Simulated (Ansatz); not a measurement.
# C7H5N: the cost of one run

Computed with Ansatz 0.2.0 (the levels named in each step, unless a step's input says otherwise).

### 1 The structure to begin with

Bond lengths: N1–C2 1.146 Å, C2–C3 1.414 Å, C3–C4 1.394 Å, C4–C5 1.382 Å, C5–C6 1.387 Å, C6–C7 1.386 Å, C3–C8 1.396 Å, C7–C8 1.382 Å, C4–H9 1.080 Å, C5–H10 1.080 Å, C6–H11 1.080 Å, C7–H12 1.080 Å, C8–H13 1.080 Å. Angles (14 of 19 angles, heavy atoms first): N1–C2–C3 179.8°, C2–C3–C4 119.9°, C2–C3–C8 119.8°, C4–C3–C8 120.3°, C3–C4–C5 119.6°, C4–C5–C6 120.2°, C5–C6–C7 120.3°, C6–C7–C8 120.2°, C3–C8–C7 119.5°, C3–C4–H9 119.6°, C5–C4–H9 120.8°, C4–C5–H10 119.8°, C6–C5–H10 120.1°, C5–C6–H11 119.9°.

As a file:

```xyz
13

N     3.0608    0.5366    0.0319
C     1.9316    0.3388    0.0248
C     0.5385    0.0948    0.0110
C    -0.3550    1.1623    0.0917
C    -1.7145    0.9164    0.0759
C    -2.1863   -0.3836   -0.0310
C    -1.2986   -1.4443   -0.1127
C     0.0635   -1.2133   -0.0953
H     0.0243    2.1704    0.1693
H    -2.4089    1.7405    0.1438
H    -3.2496   -0.5700   -0.0501
H    -1.6697   -2.4551   -0.1936
H     0.7646   -2.0322   -0.1597
```

### 2 A rough first relaxation, PBE-D4/def2-SVP

This run stands in another session on the same molecule. It ended at:

```xyz
13

N     3.1249    0.5477    0.0389
C     1.9684    0.3451    0.0244
C     0.5553    0.0973    0.0065
C    -0.3547    1.1771    0.0928
C    -1.7320    0.9282    0.0745
C    -2.2121   -0.3877   -0.0292
C    -1.3107   -1.4615   -0.1151
C     0.0692   -1.2271   -0.0979
H     0.0307    2.2036    0.1736
H    -2.4380    1.7695    0.1418
H    -3.2960   -0.5777   -0.0433
H    -1.6866   -2.4924   -0.1963
H     0.7825   -2.0610   -0.1647
```

### 3 Relaxation, PBE0-D4/def2-TZVP

This run stands in another session on the same molecule. It ended at:

```xyz
13

N     3.0768    0.5393    0.0386
C     1.9424    0.3405    0.0241
C     0.5370    0.0942    0.0061
C    -0.3564    1.1617    0.0915
C    -1.7178    0.9167    0.0735
C    -2.1908   -0.3840   -0.0289
C    -1.3013   -1.4458   -0.1139
C     0.0623   -1.2132   -0.0969
H     0.0250    2.1721    0.1711
H    -2.4131    1.7448    0.1398
H    -3.2582   -0.5711   -0.0427
H    -1.6717   -2.4607   -0.1938
H     0.7664   -2.0333   -0.1625
```

### 4 Relaxation, PBE0-D4/def2-SVP

Contents of input.yaml:

```yaml
crystal:
  periodic: [false, false, false]
  atoms:
    - { symbol: "N", position_ang: [3.07680338, 0.53927203, 0.03857105] }
    - { symbol: C, position_ang: [1.94244862, 0.34048378, 0.02407396] }
    - { symbol: C, position_ang: [0.53700676, 0.09415589, 0.00608274] }
    - { symbol: C, position_ang: [-0.35635658, 1.16170794, 0.09151907] }
    - { symbol: C, position_ang: [-1.71775508, 0.91666008, 0.07354083] }
    - { symbol: C, position_ang: [-2.19079557, -0.38396861, -0.02893272] }
    - { symbol: C, position_ang: [-1.3012651, -1.4457692, -0.11389606] }
    - { symbol: C, position_ang: [0.06232997, -1.21318501, -0.09690679] }
    - { symbol: H, position_ang: [0.02496919, 2.17207556, 0.17111917] }
    - { symbol: H, position_ang: [-2.41311091, 1.74481683, 0.13983967] }
    - { symbol: H, position_ang: [-3.25817676, -0.57105598, -0.04265929] }
    - { symbol: H, position_ang: [-1.67168325, -2.46073677, -0.19383389] }
    - { symbol: H, position_ang: [0.76636533, -2.03331655, -0.16253775] }
basis:
  gaussian: { orbitals: def2-SVP }
hamiltonian:
  xc: pbe0
  dispersion: d4
relax:
  f_tol: 0.004
  max_steps: 80
```

Started as:

```
ansatz run input.yaml --threads 4 --pin off --max-ram 10240MiB --backend cpu --events-out ev --progress --plain --runs-dir out
```

Q: Estimate wall time and peak memory on 4 threads of Arm Neoverse V1, shared host.

About 12 s, with a peak of 0.4 GiB.
